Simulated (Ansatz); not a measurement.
**C₃H₈AlN: up Jacob's ladder to CCSD(T)**

Aim: compute C₃H₈AlN with functionals from several rungs and with coupled cluster. The yardstick is the atomisation energy at the CCSD(T) limit.

Computed with Ansatz 0.2.0, Gaussian basis. Level: functionals in def2-TZVPP, the program's frozen cores in correlated methods.

The runs, in order: LDA (SPW92), PBE-D4, revPBE-D4, BLYP-D4, r2SCAN-D4, B97M-V, PBE0-D4, B3LYP-D4, r2SCANh-D4, r2SCAN0-D4, HSE06-D4, BHLYP-D4, CAM-B3LYP-D4, LC-ωPBE, ωB97X-V, ωB97M-V, B2PLYP, PBE-QIDH; CCSD(T)/def2-SVP; CCSD(T)/def2-TZVPP; MP2/def2-QZVPP; extrapolation to the limit; RPA on PBE.

**1. Structure used throughout**

All runs share one geometry, relaxed beforehand with PBE0-D4 in a triple-zeta def2 set.

SMILES `N/C=C/[CH2][AlH2]`, 13 atoms, charge 0, spin multiplicity 1.

Atoms are counted from 1 here; the program's logs count them from 0.

Bond lengths: N1–C2 1.375 Å, N1–H6 1.008 Å, N1–H7 1.006 Å, C2–C3 1.357 Å, C2–H8 1.087 Å, C3–C4 1.492 Å, C3–H9 1.089 Å, C4–Al5 1.966 Å, C4–H10 1.085 Å, C4–H11 1.088 Å, Al5–H12 1.588 Å, Al5–H13 1.589 Å. Angles: C2–N1–H6 116.2°, C2–N1–H7 116.0°, H6–N1–H7 112.9°, N1–C2–C3 125.8°, N1–C2–H8 114.1°, C3–C2–H8 119.6°, C2–C3–C4 124.8°, C2–C3–H9 117.3°, C4–C3–H9 117.5°, C3–C4–Al5 79.1°, C3–C4–H10 112.8°, C3–C4–H11 114.3°, Al5–C4–H10 120.7°, Al5–C4–H11 115.0°, H10–C4–H11 111.3°, C4–Al5–H12 120.7°, C4–Al5–H13 117.0°, H12–Al5–H13 122.2°.

**2. LDA**

This LDA is Slater exchange with PW92 correlation.

in.yaml

```yaml
crystal:
  periodic: [false, false, false]
  atoms:
    - {symbol: N, position_ang: [-1.042616, -1.022007, 1.702240]}
    - {symbol: C, position_ang: [-0.481364, -0.801112, 0.466062]}
    - {symbol: C, position_ang: [0.720284, -0.215387, 0.232411]}
    - {symbol: C, position_ang: [1.310136, 0.009854, -1.119919]}
    - {symbol: Al, position_ang: [-0.115141, 1.364472, -1.104448]}
    - {symbol: H, position_ang: [-0.660059, -0.488696, 2.466960]}
    - {symbol: H, position_ang: [-2.046972, -1.077206, 1.726990]}
    - {symbol: H, position_ang: [-1.029016, -1.251955, -0.357546]}
    - {symbol: H, position_ang: [1.240258, 0.217471, 1.085979]}
    - {symbol: H, position_ang: [2.354112, 0.303282, -1.079387]}
    - {symbol: H, position_ang: [1.157183, -0.811674, -1.817352]}
    - {symbol: H, position_ang: [0.097587, 2.757901, -0.372224]}
    - {symbol: H, position_ang: [-1.483792, 0.980355, -1.814867]}
basis:
  gaussian: {orbitals: def2-TZVPP}
hamiltonian: {xc: lda}
output: {orbitals: {seedname: orbitals}}
```

The runs that follow: PBE-D4 (GGA); revPBE-D4 (GGA); BLYP-D4 (GGA); r2SCAN-D4 (meta-GGA); B97M-V (meta-GGA); PBE0-D4 (hybrid); B3LYP-D4 (hybrid); r2SCANh-D4 (hybrid); r2SCAN0-D4 (hybrid); HSE06-D4 (hybrid); BHLYP-D4 (hybrid); CAM-B3LYP-D4 (range-separated); LC-ωPBE (range-separated); ωB97X-V (range-separated); ωB97M-V (range-separated); B2PLYP (double hybrid); PBE-QIDH (double hybrid); CCSD(T) in def2-SVP; CCSD(T) in def2-TZVPP; MP2 in def2-QZVPP; RPA on PBE orbitals.

Before running them: what should the planned runs give, taken together? Wanted: atomisation energy, CCSD(T)/CBS; farthest beyond LDA; mean size of error, GGA; mean size of error, meta-GGA; mean size of error, hybrid; mean size of error, range-separated; mean size of error, double hybrid; gap, smallest and largest; T1 diagnostic.

As calculated:

| quantity | value |
| --- | --- |
| atomisation energy, CCSD(T)/CBS | 4748.7 kJ/mol |
| functionals within 23.7 kJ/mol (0.5 %) | revPBE-D4, BLYP-D4, B3LYP-D4, r2SCANh-D4, LC-ωPBE, ωB97X-V, PBE-QIDH |
| farthest beyond LDA | PBE-D4 (+115.1 kJ/mol) |
| mean size of error, GGA | 43.1 kJ/mol |
| mean size of error, meta-GGA | 35.2 kJ/mol |
| mean size of error, hybrid | 41.3 kJ/mol |
| mean size of error, range-separated | 20.3 kJ/mol |
| mean size of error, double hybrid | 28.3 kJ/mol |
| gap, smallest and largest | 3.69 eV (LDA (SPW92)), 9.99 eV (LC-ωPBE) |
| T1 diagnostic | 0.0116 |
| triples share of the correlation energy | 4.2 % |

What this shows: The LDA atomisation energy is off by 691.4 kJ/mol (15 %): it overbinds. PBE-D4 misses by +115.1 kJ/mol. Double hybrids carry the basis error of their MP2 part in triple zeta, and no dispersion term here, so their miss is partly the set-up's. Taken by rung, range-separated functionals do best (20.3 kJ/mol on average) and GGA ones worst beyond LDA (43.1 kJ/mol). The gap between the best rungs is small, so their order is not settled. Misses under about 23.7 kJ/mol are within the doubt on the reference itself, which lacks core-valence correlation, relativity and higher excitations. Hartree-Fock recovers 72 % of the binding; the rest is correlation. CCSD(T) in def2-SVP is off by -230.8 kJ/mol, so the small basis spoils what the method gains. Orbital gaps span 3.7 to 10.0 eV; exact exchange widens them.
